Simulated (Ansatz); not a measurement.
# SiBr radical: one species, many methods

Aim: compute SiBr radical with functionals from several rungs and with coupled cluster, and see how far each lands from CCSD(T) at the basis-set limit for the atomisation energy.

The runs use Ansatz 0.2.0, Gaussian basis; functionals in def2-TZVPP, the program's frozen cores in correlated methods.

The runs, in order: LDA (SPW92), PBE-D4, revPBE-D4, BLYP-D4, r2SCAN-D4, B97M-V, PBE0-D4, B3LYP-D4, r2SCANh-D4, r2SCAN0-D4, HSE06-D4, BHLYP-D4, CAM-B3LYP-D4, LC-ωPBE, ωB97X-V, ωB97M-V, B2PLYP, PBE-QIDH; CCSD(T)/def2-SVP; CCSD(T)/def2-TZVPP; CCSD(T)/def2-QZVPP; extrapolation to the limit; RPA on PBE.

**1. Structure used throughout**

All runs share one geometry, relaxed beforehand with PBE0-D4 in a triple-zeta def2 set.

2 atoms, charge 0, spin multiplicity 2.

Atoms are counted from 1 here; the program's logs count them from 0.

Bond lengths: Si1–Br2 2.231 Å.

**2. LDA**

This LDA is Slater exchange with PW92 correlation.

The input, in.yaml:

```yaml
crystal:
  periodic: [false, false, false]
  atoms:
    - {symbol: Si, position_ang: [-0.000000, -0.000000, 0.055634]}
    - {symbol: Br, position_ang: [0.000000, 0.000000, 2.286986]}
basis:
  gaussian: {orbitals: def2-TZVPP}
magnetization: {spin_polarized: true, initial_magnetization: 1}
hamiltonian: {xc: lda}
output: {orbitals: {seedname: orbitals}}
```

The run is started by

```console
$ ansatz run in.yaml --threads 4 --pin off --events-out ev --progress --plain --max-ram 10444MiB
```

After this run come: PBE-D4 (GGA); revPBE-D4 (GGA); BLYP-D4 (GGA); r2SCAN-D4 (meta-GGA); B97M-V (meta-GGA); B3LYP-D4 (hybrid); r2SCANh-D4 (hybrid); r2SCAN0-D4 (hybrid); HSE06-D4 (hybrid); BHLYP-D4 (hybrid); CAM-B3LYP-D4 (range-separated); LC-ωPBE (range-separated); ωB97X-V (range-separated); ωB97M-V (range-separated); B2PLYP (double hybrid); PBE-QIDH (double hybrid); CCSD(T) in def2-SVP; CCSD(T) in def2-TZVPP; CCSD(T) in def2-QZVPP; RPA on PBE orbitals.

Before running them: what should the planned runs give, taken together? Wanted: atomisation energy, CCSD(T)/CBS; farthest beyond LDA; mean size of error, GGA; mean size of error, meta-GGA; mean size of error, hybrid; mean size of error, range-separated; mean size of error, double hybrid; gap, smallest and largest; T1 diagnostic.

As calculated:

| quantity | value |
| --- | --- |
| atomisation energy, CCSD(T)/CBS | 380.2 kJ/mol |
| functionals within 3.8 kJ/mol (1.0 %) | revPBE-D4, BLYP-D4, B97M-V, PBE0-D4, r2SCANh-D4, HSE06-D4, ωB97X-V, ωB97M-V |
| farthest beyond LDA | LC-ωPBE (-22.5 kJ/mol) |
| mean size of error, GGA | 6.7 kJ/mol |
| mean size of error, meta-GGA | 3.8 kJ/mol |
| mean size of error, hybrid | 6.4 kJ/mol |
| mean size of error, range-separated | 10.2 kJ/mol |
| mean size of error, double hybrid | 8.8 kJ/mol |
| gap, smallest and largest | -0.01 eV (LDA (SPW92)), 6.91 eV (LC-ωPBE) |
| T1 diagnostic | 0.0142 |
| triples share of the correlation energy | 3.8 % |

**Reading.** LDA overbinds by 71.4 kJ/mol (19 %). PBE-D4 is off by +16.7 kJ/mol. Double hybrids carry the basis error of their MP2 part in triple zeta, and no dispersion term here, so their miss is partly the set-up's. By mean error the best rung here is meta-GGA (3.8 kJ/mol) and the worst beyond LDA is range-separated (10.2 kJ/mol). The gap between the best rungs is small, so their order is not settled. RPA and LDA stand outside this count. The reference freezes the cores and leaves out relativity and excitations past (T), and its outer-core shells are covered unevenly, so misses under about 3.8 kJ/mol can't be ranked. All levels share the lack of spin-orbit coupling, which lowers the free heavy atoms and so the true binding. Hartree-Fock recovers 66 % of the binding; the rest is correlation. CCSD(T) in def2-SVP is off by -52.1 kJ/mol, which most functionals beat. The gap grows from 0.0 to 6.9 eV across the functionals, mostly with the share of exact exchange. A negative gap means that an empty level lies below a filled one: whole occupations of an open shell aren't an aufbau state there. Correlated methods include outer-core shells of Br, which these sets cover unevenly.
